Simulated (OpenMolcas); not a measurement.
# Re⁵⁺ among point charges: CASSCF and CASPT2 levels and susceptibility

How does a field of 6 point charges split the states of Re⁵⁺, and what χT follows?

Method: state-averaged CASSCF and CASPT2, spin-orbit coupling by RASSI with atomic mean-field integrals. Code: OpenMolcas 26.06.

## Step 1: The atom as given

| Property | Result |
| --- | --- |
| Species | Re⁵⁺ (rhenium, Z = 75, 70 electrons) |
| Basis | ANO-RCC-VDZP [7s6p4d2f1g], 68 functions |
| Scalar Hamiltonian | DKH2, point nucleus |
| Inactive shells | 1s 2s 2p 3s 3p 3d 4s 4p 4d 4f 5s 5p |
| Active space | 2 electrons in 5 orbitals (5d) |
| Some configurations of this space | 5d² |
| Orbitals | optimised for each spin and parity, averaged over all roots |

Outer shells as boxes (Hund's rule):

5d2
```
5d [↑ ][↑ ][  ][  ][  ]
```

The ion sits among 6 point charges of -0.85 e arranged as an octahedron (Oh), 1.87 Å from the ion.

Each step is its own input file, run in one work folder so that later steps find the files of earlier ones. Labels, J, g values, rates, χT and fits are worked out afterwards by a script from the matrices that RASSI stores. The input lists half of the charges; inversion (Group=XYZ) makes the rest.

## Step 2: Basis and integrals

a.inp reads:

```
&GATEWAY
Coord
1

Re 0.0 0.0 0.0
Basis=ANO-RCC-VDZP
Group=XYZ
NoMove
AngMom=0.0 0.0 0.0
AMFI
XField
3 Angstrom 0
1.870000 0.000000 0.000000 -0.850000
0.000000 1.870000 0.000000 -0.850000
0.000000 0.000000 1.870000 -0.850000
&SEWARD
```

Launch:

```
$ OMP_NUM_THREADS=1 MOLCAS_MEM=1689 MOLCAS_PROJECT=a pymolcas a.inp > a.log
```

## Step 3: CASSCF: triplets of even parity, 10 roots

a.inp reads:

```
&RASSCF
FileOrb=start.orb
Symmetry=1
Spin=3
nActEl=2 0 0
Inactive=15 19
Ras2=5 0
CIRoot=10 10 1
SDav=10
CIMx=300
Iter=120 100
PrWF=0.3
OrbListing=Nothing
MaxOrb=0
>>> COPY $Project.JobIph JOB001
```

start.orb holds the contracted functions of the basis, ordered by shell, or the orbitals of the step before.

## Step 4: CASSCF: singlets of even parity, 15 roots

a.inp reads:

```
&RASSCF
FileOrb=start.orb
Symmetry=1
Spin=1
nActEl=2 0 0
Inactive=15 19
Ras2=5 0
CIRoot=15 15 1
SDav=15
CIMx=300
Iter=120 100
PrWF=0.3
OrbListing=Nothing
MaxOrb=0
>>> COPY $Project.JobIph JOB002
```

## Step 5: RASSI: spin-orbit coupling between the states

a.inp reads:

```
&RASSI
NrOfJobIphs=2 10 15
1 2 3 4 5 6 7 8 9 10
1 2 3 4 5 6 7 8 9 10 11 12 13 14 15
IphNames
JOB001
JOB002
EJob
SpinOrbit
DIPRint=1.0
SOCoupling=1000.0
Subsets=2
Property=9
'ANGMOM' 1 'ANGMOM' 2 'ANGMOM' 3 'MLTPL  1' 1 'MLTPL  1' 2 'MLTPL  1' 3
'AMFI' 1 'AMFI' 2 'AMFI' 3
SOProperty=3
'ANGMOM' 1 'ANGMOM' 2 'ANGMOM' 3
```

## Step 6: CASPT2: IPEA 0.25, imaginary shift 0.1 (closed shells correlated: 5s 5p)

a.inp reads:

```
>>> COPY JOB001 $Project.JobIph
&CASPT2
Multistate=10 1 2 3 4 5 6 7 8 9 10
NoMult
Frozen=14 16
IPEA=0.25
Imaginary=0.1
MaxIter=60
WThr=0.0 0.3 0.05
PrWF=0.5
NoMix
>>> COPY JOB002 $Project.JobIph
&CASPT2
Multistate=15 1 2 3 4 5 6 7 8 9 10 11 12 13 14 15
NoMult
Frozen=14 16
IPEA=0.25
Imaginary=0.1
MaxIter=60
WThr=0.0 0.3 0.05
PrWF=0.5
NoMix
```

(Steps that only read results are left out.)

Before running it: what results should come out? Wanted: spin-free ground state; first state of the same spin within the active space; lowest level; next level.

**Answer**, as computed:

```
                                            quantity                                                                        value
                                              method  SS-CASPT2, IPEA 0.25, imaginary shift 0.1 (closed shells correlated: 5s 5p)
                              spin-free ground state                                              3T1, 3-fold in its orbital part
first state of the same spin within the active space                                                             3T2 at 5610 cm⁻¹
                                        lowest level                                               2-fold E, g = 0.00, 0.00, 0.00
                                          next level                                                                  1091.4 cm⁻¹
                                         χT at 300 K                                                               0.09 cm³ K/mol
                           effective moment at 300 K                                                                      0.86 μB
```

Cost by method:

| method | time of its own steps | time with the reference |
| --- | --- | --- |
| A. CASSCF | 5.5 s | 5.5 s |
| B. SS-CASPT2, IPEA 0.25, imaginary shift 0.1, +5s 5p | 2.7 s | 8.2 s |

Times are of one thread on a shared host.

The spin-free ground state (3T1) comes to 98 % from free-ion F terms and keeps the highest spin of the shell. χT at 300 K is 0.09, against 1.00 cm³ K/mol for the spin alone, so spin-orbit coupling lowers it. A ligand-field fit to the states below 45000 cm-1 gives 10Dq = 6979 cm-1, B = 779 cm-1 and C = 3286 cm-1 (C/B = 4.22), with a deviation of 278 cm-1. CASPT2 does not keep the components of a term degenerate, and the means are used. The field of point charges can differ much from that of real complexes. Point charges carry no covalency, so the field is a model and not that of real ligands.
